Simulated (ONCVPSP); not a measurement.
**Se: generating and testing an ONCV potential**

Aim: build the potential from the settings below, then test how well it stands in for the atom: other configurations, scattering, ghost states and the plane-wave cutoff that it needs.

Program: ONCVPSP 4.0.1.1 (patched build). Reference atom: PBE, scalar-relativistic, spherical and spin-unpolarised. All values are calculated.

**1. Starting point**

Typed settings, in words:

```json
{"element": "selenium (Se, Z = 34)", "type": "optimised norm-conserving Vanderbilt (ONCV)", "frozen core": "[Ar]", "valence charge": "16", "reference configuration": "3d10 4s2 4p4", "partial waves": "4s: rc 1.60 bohr, ncon 3, nbas 6, qcut 5.1 1/bohr, 2 projectors, debl 3.8 Ha; 4p: rc 1.80 bohr, ncon 3, nbas 6, qcut 5 1/bohr, 2 projectors, debl 1.8 Ha; 3d: rc 0.75 bohr, ncon 4, nbas 8, qcut 24 1/bohr, 1 projector", "local potential": "polynomial inside 0.60 bohr (lpopt 5, dvloc0 2 Ha)", "core correction": "polynomial model core, fcfact 0.3"}
```

An earlier all-electron run gives the scale for the radii.

All-electron outer shells of the reference configuration (PBE, scalar-relativistic, ld1.x):

```
shell  level (eV)  outermost node (bohr)  outermost maximum (bohr)
   3s     -213.51                   0.24                      0.50
   3p     -152.98                   0.21                      0.50
   3d      -53.12                      –                      0.45
   4s      -17.29                   0.70                      1.51
   4p       -6.51                   0.74                      1.82
```

**2. The generation run**

Contents of Se.dat:

```
# ATOM AND REFERENCE CONFIGURATION
# atsym  z   nc   nv     iexc    psfile
  Se 34.00    5    3        4      upf
#
#   n    l    f
    1    0    2.00
    2    0    2.00
    2    1    6.00
    3    0    2.00
    3    1    6.00
    3    2   10.00
    4    0    2.00
    4    1    4.00
#
# PSEUDOPOTENTIAL AND OPTIMIZATION
# lmax
    2
#
#   l,   rc,      ep,       ncon, nbas, qcut
    0    1.60    0.00    3    6    5.10
    1    1.80    0.00    3    6    5.00
    2    0.75    0.00    4    8   24.00
#
# LOCAL POTENTIAL
# lloc, lpopt,  rc(5),   dvloc0
    4    5    0.60    2.00
#
# VANDERBILT-KLEINMAN-BYLANDER PROJECTORs
# l, nproj, debl
    0    2    3.80
    1    2    1.80
    2    1    1.00
#
# MODEL CORE CHARGE
# icmod, fcfact, rcfact
    1    0.30    0.00
#
# LOG DERIVATIVE ANALYSIS
# epsh1, epsh2, depsh
   -3.00    5.00    0.02
#
# OUTPUT GRID
# rlmax, drl
    6.00    0.01
#
# TEST CONFIGURATIONS
# ncnf
    4
# nvcnf
#   n    l    f
    3
    3    2   10.00
    4    0    2.00
    4    1    3.00
#
    3
    3    2   10.00
    4    0    2.00
    4    1    2.00
#
    3
    3    2   10.00
    4    0    2.00
    4    1    1.00
#
    3
    3    2   10.00
    4    0    1.00
    4    1    5.00
#
```

On the command line:

```sh
$ oncvpsp.x < Se.dat > Se.out
```

**Question.** What will these runs give? Wanted: cutoffs for 1 and 0.1 mHa per electron, occupied waves; bound ghosts; GHOST(+) flags; largest test error; largest phase difference near zero energy, channels read; rms error of d²Exc/dn², without and with the model core.

**Answer**, as computed:

| quantity | value |
| --- | --- |
| cutoffs for 1 and 0.1 mHa per electron, occupied waves | 203 Ha and 230 Ha |
| bound ghosts | s at -379.91 eV |
| GHOST(+) flags | p at 4 eV |
| largest test error (AE − PS) | -3.7 meV, for 3d10 4s2 4p2 (1 test unsolved) |
| largest phase difference near zero energy, channels read | 3.141 rad |
| rms error of d²Exc/dn², without and with the model core | 7.82 and 3.59 mHa |

**Reading.** A bound ghost (s) makes it unfit for use: electrons can fall into a state that the atom doesn't have. By total energies transferability is very good where solved: the largest error is 3.7 meV on 31.2 eV, for 3d10 4s2 4p2. Atomic tests can pass in spite of a ghost, since they solve only for the levels asked. Of the tests 1 gave no usable energy difference, which is a warning in itself. By its cutoff, 203 Ha for the looser tolerance, it is very hard. At the looser tolerance the 3d wave is the slowest; 4s needs 11 Ha. Near zero energy the largest phase difference among the channels read is 3.14 rad, in the p channel. A step near π is an extra or missing state, not a misfit of shape. The pseudo curves have a pole with no partner nearby in the atom's: p at 0.14 Ha. At positive energy that is a spurious or a displaced resonance. The program also flags highly localised states, GHOST(+) (p).
